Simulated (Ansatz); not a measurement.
# CrIr3: how the settings move a single-point run

Question: which choices in the input matter for CrIr3?

Method: reference: DFT, LDA, PAW with Ansatz's default frozen-core files, scalar-relativistic, in Ansatz 0.2.0.

## 1. The starting structure

Symmetry: Pm-3m, No. 221, cubic system. Conventional cell: a = 3.814 Å, b = 3.814 Å, c = 3.814 Å, α = 90.00°, β = 90.00°, γ = 90.00°. Around Cr (site symmetry m-3m) lie 12 Ir at 2.70 Å. Ir (site symmetry 4/mmm) has 4 Cr at 2.70 Å and 8 Ir at 2.70 Å as nearest neighbours.

As a file:

```cif
data_structure
_symmetry_space_group_name_H-M 'P 1'
_symmetry_Int_Tables_number 1
_cell_length_a 3.8141
_cell_length_b 3.8141
_cell_length_c 3.8141
_cell_angle_alpha 90.000
_cell_angle_beta 90.000
_cell_angle_gamma 90.000
_cell_volume 55.49
loop_
_atom_site_label
_atom_site_type_symbol
_atom_site_fract_x
_atom_site_fract_y
_atom_site_fract_z
_atom_site_occupancy
Cr1 Cr 0.00000 0.00000 0.00000 1
Ir1 Ir 0.00000 0.50000 0.50000 1
Ir2 Ir 0.50000 0.50000 0.00000 1
Ir3 Ir 0.50000 0.00000 0.50000 1
```

## 2. Baseline

Contents of input.yaml:

```yaml
crystal:
  lattice:
    - [3.8141374133, 0.0, 0.0]
    - [0.0, 3.8141374133, 0.0]
    - [0.0, 0.0, 3.8141374133]
  atoms:
    - { symbol: Cr, position: [0.0, 0.0, 0.0], spin: 1.5, spin_axis: [-1.0, 0.0, 0.0] }
    - { symbol: Ir, position: [0.0, 0.5, 0.5] }
    - { symbol: Ir, position: [0.5, 0.5, 0.0] }
    - { symbol: Ir, position: [0.5, 0.0, 0.5] }
magnetization:
  noncollinear: true
  spin_spiral: { q: [0.0, 0.375, 0.0] }
kpoints:
  mp_grid: { grid: [8, 8, 8], shift: [0.0, 0.5, 0.0] }
scf:
  occupations: { method: fermi_dirac, width: 0.05 }
  lower_state_search: "off"
hamiltonian:
  xc: lda
  pseudopotentials: { kind: paw }
output:
  eigenvalues: false
```

The run is started by

```console
$ ansatz run input.yaml --threads 2 --pin off --max-ram 6144MiB --backend cpu --events-out ev --progress --plain --runs-dir out
```

## 3. Changing settings: starting moments, lock_directions true

Changes to input.yaml since step 2:

```diff
@@ -6,3 +6,3 @@
   atoms:
-    - { symbol: Cr, position: [0.0, 0.0, 0.0], spin: 1.5, spin_axis: [-1.0, 0.0, 0.0] }
+    - { symbol: Cr, position: [0.0, 0.0, 0.0], spin: 1.5, spin_axis: [-0.5, 0.0, -0.8660254] }
     - { symbol: Ir, position: [0.0, 0.5, 0.5] }
@@ -13,2 +13,3 @@
   spin_spiral: { q: [0.0, 0.375, 0.0] }
+  spin_locking: { lock_directions: true }
 kpoints:
```

Before running it: what results should come out? Wanted: for each run, ending; energy change; abs. moment.

The runs gave:

```tsv
run	ending	energy change	abs. moment (μB)	cycles	time
reference	converged	0	1.36	19	22 s
1: starting moments, lock_directions true	converged	-15.2 meV/atom	1.89	24	3.6 min
```

Residual by cycle in the longest SCF loop of each run; runs are numbered as in the table. The quantity is the density residual dr2, in eV.

```tsv
cycle	reference	run 1
1	19	18.3
3	2.25	1.98
5	0.248	0.0396
7	0.00722	0.00207
9	8.7e-4	0.00294
11	8.9e-6	1.8e-4
14	4.4e-4	2.8e-7
16	2.5e-6	1.2e-5
18	1.4e-7	1.3e-5
20	-	2.4e-6
22	-	1.3e-8
24	-	1.7e-9
```

**Reading.** Changing the spin start moves the energy by -15.2 meV/atom, and the absolute moment goes from 1.36 to 1.89 μB. The runs ended in different states; this one is the lower. Cost: 24 SCF cycles against 19, 3.6 min against 22 s.
